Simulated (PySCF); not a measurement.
# DyO(OH): how tightly the ligands are held

What does it cost to pull a ligand from DyO(OH)? It is a constructed species; whether it can be made isn't addressed.

Program: PySCF 2.14.0. Level of theory: PBE0, Dy lcecp-1-SVP with ECP55, O def2-SVP, H def2-SVP; scalar-relativistic core potentials, no spin–orbit coupling. These are calculated values, not measurements.

1 further run of the same task is left out (for a known fault of the program).

### 1 The system as given

4 atoms, charge 0, spin multiplicity 1.

Bond lengths: Dy1–O2 1.833 Å, Dy1–O3 2.058 Å, O3–H4 0.960 Å. Angles: O2–Dy1–O3 111.7°, Dy1–O3–H4 139.3°.

Coordinates:

```xyz
4
charge 0, multiplicity 1
Dy   -0.01439   -0.04181   -0.41856
O     1.24122    0.02977    0.91550
O    -1.92808    0.02352    0.33444
H    -2.37547    0.07728    1.18171
```

Formal oxidation states: Dy +3. Each metal's 9 4f electrons lie in its core potential, so multiplicities, spins and levels count the valence alone. An earlier session relaxed this geometry at PBE0, Dy lcecp-1-SVP with ECP55, O def2-SVP, H def2-SVP (singlet, point group Cs).

### 2 Rigid scan of O

Atom 2 moves along the line from atom 1; the distance is to the donor, the donors' midpoint or the ring centre. Each point starts from the density of the one before.

```
distance (Å)  energy from the relaxed point (eV)
        1.53                               2.557
        1.63                               0.972
        1.73                               0.208
        1.83                               0.000
        1.93                               0.156
        2.03                               0.544
        2.13                               1.068
        2.28                               1.978
```

Run time: 4.2 s. Hardware: 2 threads of AMD EPYC 7B13 (Zen 3), shared host.

### 3 OH taken off

The ligand (atoms 3, 4) keeps its formal charge and a closed shell where it can; ligand and rest are solved at the complex's geometry, in vacuum, with the settings of the relaxation.

```
   part  charge    state  energy (Eh)
complex       0  singlet  -187.905160
 ligand      -1  singlet   -75.579338
   rest       1  singlet  -111.916541
```

Wall time 0.3 s (2 threads of AMD EPYC 7B13 (Zen 3), shared host).

### 4 Rigid scan of OH

Atoms 3, 4 move together along the line from atom 1; the distance is to the donor, the donors' midpoint or the ring centre. Each point starts from the density of the one before.

```
distance (Å)  energy from the relaxed point (eV)
        1.76                               1.357
        1.86                               0.516
        1.96                               0.111
        2.06                               0.000
        2.16                               0.084
        2.26                               0.292
        2.46                               0.906
        2.76                               1.955
        3.16                               3.185
        3.66                               4.250
```

It took 5.5 s on 2 threads of AMD EPYC 7B13 (Zen 3), shared host.

### 5 Outcome

| quantity | value |
| --- | --- |
| stiffness of the O contact | 36.5 eV/Å² |
| taking off OH | 11.14 eV |
| stiffness of the OH contact | 19.5 eV/Å² |

What this shows: Near 1.83 Å the O contact has a stiffness of about 36.5 eV/Å², and the energy stands 1.98 eV higher at 2.28 Å. Taking off OH as a fragment of charge -1 costs 11.14 eV, much of it the attraction of the two charges. Near 2.06 Å the OH contact has a stiffness of about 19.5 eV/Å², and the energy stands 4.25 eV higher at 3.66 Å. The free anion is solved without diffuse functions, no counterpoise correction is made, and the parts aren't relaxed; each of these makes the binding look larger. These are double-zeta-type bases without diffuse functions. Spin–orbit coupling is left out.
